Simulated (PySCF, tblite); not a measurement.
# C₃H₈O₃SSi₂: geometry, infrared bands and NMR shifts

What infrared bands and NMR shifts should C₃H₈O₃SSi₂ (`C#C[Si](O)(O)O[SiH2]SC`) show?

Computed with tblite 0.8.0 and PySCF 2.14.0, with density-fitted response routines of our own, on a single molecule in the gas phase. Atoms are numbered from 0 throughout.

## (1) The molecule as given

17 atoms, charge 0, multiplicity 1; geometry from: force field or distance geometry start.

Bonds of the start (Å): C0–C1 1.20, C1–Si2 1.83, Si2–O3 1.71, Si2–O4 1.70, Si2–O5 1.72, O5–Si6 1.74, Si6–S7 2.13, S7–C8 1.83, C0–H9 1.07, O3–H10 1.00, O4–H11 1.00, Si6–H12 1.49, Si6–H13 1.45, C8–H14 1.12, C8–H15 1.11, C8–H16 1.11.

## (2) Geometry optimisation with GFN2-xTB

What the job is given:

```
{"job": {"kind": "relax", "xc": "GFN2-xTB", "basis": "xTB"}, "charge": 0, "multiplicity": 1}
C     -2.262200     2.562500     0.622200
C     -2.182700     1.380500     0.410700
Si    -2.028400    -0.418700     0.088200
O     -2.020400    -1.239100     1.593500
O     -3.331600    -0.917100    -0.891700
O     -0.499400    -0.709300    -0.636600
Si     0.644300     0.085500     0.404700
S      2.445700     0.640000    -0.577100
C      3.782900    -0.521000    -0.128900
H     -2.354700     3.611900     0.824300
H     -2.012100    -2.223300     1.426300
H     -3.118500    -0.628000    -1.822700
H     -0.020400     1.327400     0.880800
H      0.821600    -0.780200     1.558300
H      4.270500    -0.120500     0.791200
H      4.475100    -0.498500    -0.991800
H      3.383300    -1.540200     0.036400
```

Launch:

```bash
> OMP_NUM_THREADS=1 python probes_run.py task.json out
```

This one command runs all jobs of the session in turn.

**Question.** This job is followed by: GFN2-xTB harmonic vibrations, gas phase; GIAO PBE0/pcSseg-1 NMR shielding, non-relativistic, gas phase. What will the session give for the following? strongest single infrared mode (GFN2-xTB); zero-point energy (GFN2-xTB); 13C shifts against TMS (PBE0/pcSseg-1); 1H shifts against TMS (PBE0/pcSseg-1, means over atoms taken as alike); 29Si shifts against TMS (PBE0/pcSseg-1); 17O shifts against H2O (PBE0/pcSseg-1, means over atoms taken as alike); 33S shifts against CS2 (PBE0/pcSseg-1); surface potential, 1st and 99th percentile.

The runs gave:

| quantity | value |
| --- | --- |
| strongest single infrared mode (GFN2-xTB) | 1079 cm⁻¹, 878 km/mol |
| zero-point energy (GFN2-xTB) | 66.9 kcal/mol |
| 13C shifts against TMS (PBE0/pcSseg-1) | 97.0, 86.6, 7.8 ppm |
| 1H shifts against TMS (PBE0/pcSseg-1, means over atoms taken as alike) | 5.52, 2.37, 1.79, 1.66 ppm |
| 29Si shifts against TMS (PBE0/pcSseg-1) | -14.8, -79.9 ppm |
| 17O shifts against H2O (PBE0/pcSseg-1, means over atoms taken as alike) | 70.9, 57.6 ppm |
| 33S shifts against CS2 (PBE0/pcSseg-1) | -206 ppm |
| surface potential, 1st and 99th percentile | -1.13 V and 2.38 V |

In words: Over 180 steps the energy fell by 1.392 eV; of the close pairs, O5–Si6 changed most, 1.739 to 1.606 Å. No mode is imaginary among the 45: a minimum at this level. The strongest single mode, at 1079 cm⁻¹, moves mainly O5. Unscaled tight-binding wavenumbers are off by several per cent, some by more. Its intensities can rank the bands wrongly.
